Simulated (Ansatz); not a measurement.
# AlGeN (triplet): wave-function methods side by side at a displaced geometry (v2), cc-pVDZ

The task here is to estimate one member of a computed series from the others.

Computed with Ansatz 0.2.0, Gaussian basis. Level: cc-pVDZ, core rule «outside noble gas», up to 20 orbitals frozen.

Plan: UHF; CCSD(T) on ROHF; CCSD(T) on UHF; BCCD(T) on ROHF; CISD as a restricted active space (open shells left free, so some higher excitations enter); CCSDT(Q) on ROHF; CCSDT(Q) on UHF.

21 further runs of the same task are left out: 8 that didn't finish, 13 set aside as unsound or not needed. Runs told in other sessions of the task aren't counted.

## The geometry

The geometry is a PBE0/def2-TZVP stationary point (not a proven minimum) with its atoms shifted at random (size 0.100 Å). No spin-orbit coupling is included. The filled d shell of Ge may be among the frozen orbitals whatever the setting's name suggests.

3 atoms, charge 0, spin multiplicity 3.

Atoms are counted from 1 here; the program's logs count them from 0.

Bond lengths: Al1–Ge2 2.632 Å, Ge2–N3 1.815 Å. Angles: Al1–Ge2–N3 125.1°.

As a file:

```
Al    0.1163   -0.2710    2.1230
Ge   -0.0486    0.2821   -0.4448
N     0.0280   -0.9411   -1.7828
```

Set-up of the first run:

Contents of in.yaml:

```yaml
crystal:
  periodic: [false, false, false]
  atoms:
    - {symbol: Al, position_ang: [0.116279, -0.271029, 2.122967]}
    - {symbol: Ge, position_ang: [-0.048595, 0.282144, -0.444785]}
    - {symbol: N, position_ang: [0.028025, -0.941133, -1.782844]}
basis:
  gaussian: {orbitals: cc-pVDZ}
magnetization: {spin_polarized: true, initial_magnetization: 2}
hamiltonian: {xc: hf}
output: {orbitals: {seedname: orbitals}}
```

The run is started by

```bash
$ ansatz run in.yaml --threads 1 --pin off --events-out ev --progress --plain --max-ram 2393MiB
```

Steps of the session up to this table: UHF; CCSD(T) on ROHF; CCSD(T) on UHF; BCCD(T) on ROHF; CISD as a restricted active space (open shells left free, so some higher excitations enter); CCSDT(Q) on ROHF; CCSDT(Q) on UHF.

One of the session's tables, all rows but one given; the rest of the session is left out.

| method | from RCCSDT(Q) (meV) |
| --- | --- |
| RMP2 | +1781.4 |
| UMP2 | +1896.9 |
| RCCSD | +815.2 |
| UCCSD | +819.3 |
| RCCSD(T) | ? |
| UCCSD(T) | +354.1 |
| BCCD(T) | +356.1 |
| RCCSDT | +152.4 |
| UCCSDT | +170.6 |
| RCCSDT(Q) | 0 |
| UCCSDT(Q) | +20.4 |

Estimate the missing values for RCCSD(T).

As computed: from RCCSDT(Q) (meV): +335.4. In the column «from RCCSDT(Q) (meV)» it lies between UCCSDT (+170.6) and UCCSD(T) (+354.1).

Not comparable, so not listed: CISD as a restricted active space (open shells left free, so some higher excitations enter) (they don't share determinant, frozen orbitals or solution with the rows shown, or repeat one).

To keep in mind: The determinant of HF (⟨S²⟩ 2.98) is far from a pure spin state, so its energy mixes those of several spin states; that is harmless only where they are near-degenerate. Left out of the table: ROHF, UHF (another determinant or state than the rows shown). Warnings: spin contamination; coupled cluster took another determinant than the lowest; large T1 diagnostic. Restricted and unrestricted rows rest on different reference determinants; a gap between their highest levels can come from leftover correlation error, from unlike frozen cores or from another state.
